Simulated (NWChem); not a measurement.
# [GeCl3]− (SMILES [Cl][Ge-]([Cl])[Cl]) at 6 levels

We compute a comparison of 6 runs (HF/STO-3G, HF/3-21G, B3LYP/6-31G*, M06-2X/STO-3G, B3LYP/def2-SVP) of [GeCl3]−. 

Program for the calculation: NWChem 7.3.0.

### Step 1. The molecule

[GeCl3]−: 4 atoms, total charge -1, spin state singlet. As SMILES, `[Cl][Ge-]([Cl])[Cl]`. The shape comes from GFN2-xTB, which is rough for such elements, and wasn't checked as a minimum.

Bond lengths: Ge1–Cl2 2.315 Å, Ge1–Cl3 2.314 Å, Ge1–Cl4 2.319 Å. Angles: Cl2–Ge1–Cl3 96.6°, Cl2–Ge1–Cl4 97.8°, Cl3–Ge1–Cl4 97.8°.

### Step 2. Energy and forces at HF/STO-3G (run 1)

Contents of job.nw:

```
echo
start job
title "Cl3Ge"
memory 2200 mb
charge -1

geometry units bohr noautosym nocenter noautoz
  Ge    -0.05279895    -0.05519890     1.63036121
  Cl     3.79997467    -0.01867049    -0.44007942
  Cl    -1.80383807     3.33417608    -0.50752375
  Cl    -1.94335655    -3.26030669    -0.68275805
end

basis spherical bse
  * library STO-3G
end

scf
  singlet
  rhf
  thresh 1e-08
  maxiter 80
end

task scf gradient
```

Launch:

```bash
nwchem job.nw > job.out
```

What it wrote:

```text
[...]
  functions       =    45
[...]
  wavefunction    = RHF
[...]
         Total SCF energy =  -3415.631044419511
      One-electron energy =  -5800.161075466679
      Two-electron energy =   1879.761269055225
 Nuclear repulsion energy =    504.768761991943
        Time for solution =      1.5s
[...]
                         RHF ENERGY GRADIENTS
    atom               coordinates                        gradient
                 x          y          z           x          y          z
   1 Ge     -0.052799  -0.055199   1.630361   -0.000873  -0.000957   0.019550
   2 Cl      3.799975  -0.018670  -0.440079    0.020487   0.000834  -0.006036
   3 Cl     -1.803838   3.334176  -0.507524   -0.008808   0.018309  -0.006354
   4 Cl     -1.943357  -3.260307  -0.682758   -0.010807  -0.018185  -0.007161
[...]
```

Wall time 2.6 s (1 thread of AMD EPYC 9R45 (Zen 5), shared host); peak memory 0.1 GiB.

### Step 3. Energy and gradient at HF/3-21G (run 2)

Contents of run.nw:

```
start run
title "Cl3Ge"
memory 2200 mb
charge -1

geometry units angstroms noautosym nocenter noautoz
  Ge   -0.027940   -0.029210    0.862750
  Cl    2.010860   -0.009880   -0.232880
  Cl   -0.954550    1.764370   -0.268570
  Cl   -1.028380   -1.725280   -0.361300
end

basis spherical bse
  * library 3-21G
end

scf
  nopen 0
  rhf
  thresh 1e-08
  maxiter 80
end

task scf gradient
```

Launch:

```bash
nwchem run.nw > run.out
```

What it wrote:

```text
[...]
  functions       =    61
[...]
  wavefunction    = RHF
[...]
         Total SCF energy =  -3437.477232099055
      One-electron energy =  -5805.920340057513
      Two-electron energy =   1863.674309995936
 Nuclear repulsion energy =    504.768797962522
        Time for solution =      2.1s
[...]
                         RHF ENERGY GRADIENTS
    atom               coordinates                        gradient
                 x          y          z           x          y          z
   1 Ge     -0.052799  -0.055199   1.630361    0.000524   0.000620  -0.018354
   2 Cl      3.799974  -0.018670  -0.440079   -0.014629   0.000611   0.005714
   3 Cl     -1.803838   3.334176  -0.507524    0.007380  -0.012613   0.006017
   4 Cl     -1.943356  -3.260306  -0.682758    0.006726   0.011382   0.006624
[...]
```

It took 3.3 s on 1 thread of AMD EPYC 9R45 (Zen 5), shared host; peak memory 0.099 GiB.

Runs 3 to 5 aren't shown in full; the table further down has their settings and results.

### Step 4. Energy and gradient at B3LYP/def2-SVP (run 6)

Contents of run.py:

```python
from ase import Atoms
from ase.calculators.nwchem import NWChem

molecule = Atoms('GeClClCl', positions=[
    [-0.027940, -0.029210, 0.862750],
    [2.010860, -0.009880, -0.232880],
    [-0.954550, 1.764370, -0.268570],
    [-1.028380, -1.725280, -0.361300],
])

calc = NWChem(
    label='cl3ge',
    theory='dft',
    memory='2200 mb',
    basis='def2-SVP',
    basispar='spherical bse',
    charge=-1,
    dft={'xc': 'b3lyp', 'mult': '1', 'grid': 'xfine', 'convergence': 'energy 1e-08', 'iterations': '100', 'mulliken': None},
)
molecule.calc = calc

forces = molecule.get_forces()
print(f"energy = {molecule.get_potential_energy():.6f} eV")
print("forces (eV/A):")
for s, f in zip(molecule.symbols, forces):
    print(f"{s:2s} {f[0]:10.5f} {f[1]:10.5f} {f[2]:10.5f}")
print("dipole (e A):", molecule.get_dipole_moment().round(4))
```

Launch:

```bash
export ASE_NWCHEM_COMMAND="nwchem PREFIX.nwi > PREFIX.nwo"
python run.py
```

What it wrote:

```text
energy = -94075.521268 eV
forces (eV/A):
Ge    0.00180    0.00082    0.11843
Cl    0.23901   -0.02962   -0.03152
Cl   -0.13971    0.19916   -0.03759
Cl   -0.10110   -0.17036   -0.04937
dipole (e A): [-0.0063 -0.0052  0.2278]
```

The calculator wrote cl3ge.nwi:

```
title "cl3ge"

permanent_dir cl3ge

scratch_dir cl3ge

start cl3ge

geometry units angstrom nocenter noautosym noautoz
  Ge -2.7940000000000000e-02 -2.9210000000000000e-02 8.6275000000000002e-01
  Cl 2.0108600000000001e+00 -9.8799999999999999e-03 -2.3288000000000000e-01
  Cl -9.5455000000000001e-01 1.7643700000000000e+00 -2.6856999999999998e-01
  Cl -1.0283800000000001e+00 -1.7252799999999999e+00 -3.6130000000000001e-01
end

charge -1

memory 2200 mb

basis spherical bse noprint
   * library def2-SVP
end

dft
  xc b3lyp
  mult 1
  grid xfine
  convergence energy 1e-08
  iterations 100
  mulliken
end

task dft gradient
```

cl3ge.nwo:

```text
Northwest Computational Chemistry Package (NWChem) 7.3.0
             --------------------------------------------------------

           Job information
           ---------------

    nwchem branch   = 7.3.0
    use scalapack   = T
    input           = cl3ge.nwi
    prefix          = cl3ge.
    data base       = cl3ge/cl3ge.db
    status          = startup
    nproc           =        1

           Memory information
           ------------------

    heap     =     72089598 doubles =      550.0 Mbytes
    stack    =     72089595 doubles =      550.0 Mbytes
    global   =    144179200 doubles =     1100.0 Mbytes (distinct from heap & stack)
    total    =    288358393 doubles =     2200.0 Mbytes
    verify   = yes
    hardfail = no

[... 90 lines left out ...]
  convergence criterion.
[... 39 lines left out ...]
          Spatial weights used:  Erf1
[... 82 lines left out ...]
         Total DFT energy =    -3457.211668086549
[... 3 lines left out ...]
 Nuclear repulsion energy =      504.768797962522
[... 699 lines left out ...]
          Convergence on gradient requested:  5.00D-04
[... 26 lines left out ...]
          total energy or number of iterations.
[... 26 lines left out ...]
                         DFT ENERGY GRADIENTS

    atom               coordinates                        gradient
                 x          y          z           x          y          z
   1 Ge     -0.052799  -0.055199   1.630361   -0.000035  -0.000016  -0.002303
   2 Cl      3.799974  -0.018670  -0.440079   -0.004648   0.000576   0.000613
   3 Cl     -1.803838   3.334176  -0.507524    0.002717  -0.003873   0.000731
   4 Cl     -1.943356  -3.260306  -0.682758    0.001966   0.003313   0.000960

                 ----------------------------------------
                 |  Time  |  1-e(secs)   |  2-e(secs)   |
                 ----------------------------------------
                 |  CPU   |       0.00   |       1.39   |
                 ----------------------------------------
                 |  WALL  |       0.00   |       1.39   |
                 ----------------------------------------

 Task  times  cpu:        9.9s     wall:        9.9s
 Total times  cpu:        9.9s     wall:        9.9s
```

Wall time 11 s (1 thread of AMD EPYC 9R45 (Zen 5), shared host); peak memory 0.13 GiB.

### Step 5. The series

```
run                               level  Cartesian functions  iteration cap   energy (Eh)  HOMO energy (eV)  LUMO energy (eV)  HOMO–LUMO gap (eV)  wall time
  1                           HF/STO-3G                   no             80  -3415.631044             -1.57             12.75               14.33      2.6 s
  2                            HF/3-21G                   no             80  -3437.477232             -4.94              6.94               11.87      3.3 s
  3  B3LYP/6-31G* (Cartesian functions)                  yes            100  -3457.594988                 –                 –                   –       16 s
  4                       M06-2X/STO-3G                   no            100  -3418.793516             -0.20              9.59                9.78      5.4 s
  5  B3LYP/6-31G* (spherical functions)                   no            100  -3457.579979                 –                 –                   –       18 s
  6                      B3LYP/def2-SVP                   no            100  -3457.211668             -1.63              4.69                6.32       11 s
```

### Step 6. Summary of results

| quantity | value |
| --- | --- |
| run 6: total energy | -3457.21167 Eh |
| run 6: HOMO energy | -1.63 eV |
| run 6: LUMO energy | 4.69 eV |
| run 6: HOMO–LUMO gap (to an unbound level, set by the basis) | 6.32 eV |
| run 6: largest force on an atom | 0.246 eV/Å |

In words: Over runs 1, 2, 4, 6 the HOMO–LUMO gap runs from 6.32 eV (B3LYP/def2-SVP) to 14.33 eV (HF/STO-3G). The two ends differ in method and basis. The empty levels of an anion lie above zero and hang on the basis. Totals of different functionals can't be ranked against each other. In runs 1, 4 the basis is minimal, so the values are rough. All runs together took 56 s, the longest 18 s.
